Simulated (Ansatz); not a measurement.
# ClGaH2O: ionisation energy by level of theory

One table from this session's results is given with a row withheld; the runs are named, their logs left out.

Program: Ansatz 0.2.0, Gaussian basis. Level of theory: unrestricted cation, the program's frozen cores in correlated methods. These are calculated values, not measurements.

Levels to be run: UKS PBE-D4/def2-TZVPP; UKS r2SCAN-D4/def2-TZVPP; UKS PBE0-D4/def2-TZVPP; UKS B3LYP-D4/def2-TZVPP; UKS wB97X-V/def2-TZVPP; UKS wB97M-V/def2-TZVPP; UKS B2PLYP/def2-TZVPP; UHF-CCSD(T)/def2-TZVPP; UHF-MP2/def2-QZVPP; extrapolation to the limit; then −ε(HOMO) from the neutral's earlier runs with LDA (SPW92), PBE-D4, revPBE-D4, BLYP-D4, r2SCAN-D4, B97M-V, PBE0-D4, B3LYP-D4, r2SCANh-D4, r2SCAN0-D4, HSE06-D4, BHLYP-D4, CAM-B3LYP-D4, LC-ωPBE, ωB97X-V, ωB97M-V.

### The relaxed structure

An earlier PBE0-D4 in a triple-zeta def2 set relaxation fixed the geometry.

SMILES `[OH][GaH][Cl]`, 5 atoms, charge 0, spin multiplicity 1.

Atoms are counted from 1 here; the program's logs count them from 0.

Bond lengths: O1–Ga2 1.772 Å, O1–H4 0.960 Å, Ga2–Cl3 2.145 Å, Ga2–H5 1.541 Å. Angles: Ga2–O1–H4 113.5°, O1–Ga2–Cl3 115.0°, O1–Ga2–H5 122.5°, Cl3–Ga2–H5 122.5°.

Set-up of the first run:

in.yaml reads:

```yaml
crystal:
  periodic: [false, false, false]
  atoms:
    - {symbol: O, position_ang: [-1.152400, 0.516043, -0.496905]}
    - {symbol: Ga, position_ang: [0.469975, 0.208136, 0.146209]}
    - {symbol: Cl, position_ang: [0.927459, -1.856566, 0.504638]}
    - {symbol: H, position_ang: [-1.672285, -0.281767, -0.622279]}
    - {symbol: H, position_ang: [1.477151, 1.340555, 0.426935]}
basis:
  gaussian: {orbitals: def2-TZVPP}
total_charge: 1
magnetization: {spin_polarized: true, initial_magnetization: 1}
hamiltonian: {xc: pbe, dispersion: d4}
```

Among the steps run: Cation, UKS PBE-D4/def2-TZVPP; Cation, UKS r2SCAN-D4/def2-TZVPP; Cation, UKS PBE0-D4/def2-TZVPP; Cation, UKS B3LYP-D4/def2-TZVPP; Cation, UKS wB97X-V/def2-TZVPP; Cation, UKS wB97M-V/def2-TZVPP; Cation, UKS B2PLYP (frozen core)/def2-TZVPP; Cation, UHF-CCSD(T)/def2-TZVPP; Cation, UHF-MP2/def2-QZVPP.

One table of the session follows, with a row left open; its other results are not shown here.

Orbital estimates, from the neutral's runs:

| functional | −ε(HOMO) (eV) |
| --- | --- |
| LDA (SPW92) | ? |
| PBE-D4 | 7.50 |
| revPBE-D4 | 7.44 |
| BLYP-D4 | 7.35 |
| r2SCAN-D4 | 7.86 |
| B97M-V | 7.95 |
| PBE0-D4 | 8.95 |
| B3LYP-D4 | 8.67 |
| r2SCANh-D4 | 8.39 |
| r2SCAN0-D4 | 9.19 |
| HSE06-D4 | 8.54 |
| BHLYP-D4 | 10.26 |
| CAM-B3LYP-D4 | 10.34 |
| LC-ωPBE | 11.77 |
| ωB97X-V | 11.39 |
| ωB97M-V | 11.23 |

Estimate the missing values for LDA (SPW92).

The run gave: −ε(HOMO) (eV): 7.66. In the column «−ε(HOMO) (eV)» it lies between PBE-D4 (7.50) and r2SCAN-D4 (7.86).
